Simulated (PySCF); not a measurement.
# AsPSb2 (PAsSbSb tetrahedron): the cost of one run

Computed with PySCF 2.14.0 and routines of our own; the level stands in each step. Atoms count from 0.

## 1. The system as given

4 atoms, charge 0, multiplicity 1; geometry from: GFN2-xTB.

## 2. Relaxing the molecule at PBE0-D3(BJ)/def2-SVP

What the job is given:

```
{"job": {"xc": "PBE0", "basis": "def2-SVP", "d3": "d3bj", "grid": 1, "maxiter": 30, "shake": 0.03, "kind": "geom"}, "charge": 0, "multiplicity": 1}
P     -1.178010     0.287000    -0.515890
As    -0.358650    -0.967540     1.079690
Sb     0.653920     1.350300     0.603970
Sb     0.966030    -0.760200    -1.198240
```

Started as:

```sh
> OMP_NUM_THREADS=1 python heavy_run.py task.json out
```

The driver reads the jobs from task.json and runs them one after another.

Q: Estimate the wall time and peak memory of this first job on 1 thread of Intel Xeon Platinum 8488C, shared host.

About 55 s, with a peak of 0.4 GiB.
